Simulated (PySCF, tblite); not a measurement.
# C₄H₁₃GeSi radical: geometry, infrared bands and EPR parameters

What infrared bands and EPR parameters should C₄H₁₃GeSi radical (`[SiH3]CC[CH][CH2][GeH3]`) show?

Computed with tblite 0.8.0 and PySCF 2.14.0, with density-fitted response routines of our own, on a single molecule in the gas phase. Atoms are numbered from 0 throughout.

## (1) The starting structure

19 atoms, charge 0, multiplicity 2; geometry from: force field or distance geometry start.

Bonds of the start (Å): Si0–C1 1.87, C1–C2 1.50, C2–C3 1.50, C3–C4 1.53, C4–Ge5 1.93, Si0–H6 1.45, Si0–H7 1.48, Si0–H8 1.49, C1–H9 1.12, C1–H10 1.10, C2–H11 1.12, C2–H12 1.13, C3–H13 1.10, C4–H14 1.12, C4–H15 1.11, Ge5–H16 1.55, Ge5–H17 1.56, Ge5–H18 1.53.

## (2) Optimising the geometry with GFN2-xTB

The job: settings as JSON, then the geometry in Å.

```
{"job": {"kind": "relax", "xc": "GFN2-xTB", "basis": "xTB"}, "charge": 0, "multiplicity": 2}
Si    -3.323500    -0.392400     0.382700
C     -1.672500    -1.061000    -0.188800
C     -0.640800    -0.066500     0.266000
C      0.771000    -0.410600    -0.103200
C      1.617600     0.729300     0.454900
Ge     3.497800     0.485400     0.096600
H     -4.394400    -1.373600     0.301700
H     -3.262700     0.072100     1.786500
H     -3.652200     0.825600    -0.407400
H     -1.525600    -2.092500     0.231500
H     -1.625500    -1.155100    -1.282900
H     -0.671400     0.023100     1.377400
H     -0.878200     0.934400    -0.192000
H      0.876700    -0.368300    -1.202300
H      1.400600     0.888200     1.540600
H      1.274300     1.638700    -0.080200
H      3.907000     0.910800    -1.337300
H      4.307600     1.375500     1.082100
H      3.984200    -0.953900     0.297000
```

Launch:

```sh
$ OMP_NUM_THREADS=1 python probes_run.py task.json out
```

The driver reads the jobs from task.json and runs them one after another.

**Question.** This job is followed by: GFN2-xTB harmonic vibrations, gas phase; UKS B3LYP, def2-TZVP-core on Ge, pcH-1 on C H Si, non-relativistic, mean-field spin-orbit, GIAO. Predict these results of the whole session: strongest single infrared mode (GFN2-xTB); zero-point energy (GFN2-xTB); g(iso) (B3LYP); ⟨S²⟩; largest a(iso) (averaged by class); potential on the surface of density 0.002 e/bohr³, 1st and 99th percentile.

As calculated:

| quantity | value |
| --- | --- |
| strongest single infrared mode (GFN2-xTB) | 2006 cm⁻¹, 551 km/mol |
| zero-point energy (GFN2-xTB) | 88.6 kcal/mol |
| g(iso) (B3LYP) | 2.00255 |
| ⟨S²⟩ | 0.754 (exact 0.75) |
| largest a(iso) (averaged by class) | 13C on C3, 95.7 MHz |
| potential on the surface of density 0.002 e/bohr³, 1st and 99th percentile | -0.36 V and 0.92 V |

**Reading.** The optimisation took 173 steps and gained 0.978 eV; among the close pairs (by a distance rule), C4–Ge5 changed most, from 1.930 to 2.031 Å. No mode is imaginary among the 51: a minimum at this level. The strongest single mode, at 2006 cm⁻¹, moves mainly H18 and H17. Unscaled tight-binding wavenumbers are off by several per cent, some by more. Its intensities can rank the bands wrongly. Most of the unpaired spin sits on C3 (0.96 e). The isotropic g lies 0.2 ppt above the free-electron value. The hyperfine terms hold no scalar relativity, which the heavier nuclei need. These values are for one conformer; the search (at its own cheap level) found 2 more, at 0.02, 0.87 kcal/mol (those within 0.05 may be mirror or relabelled copies), and measured spectra average over such forms.
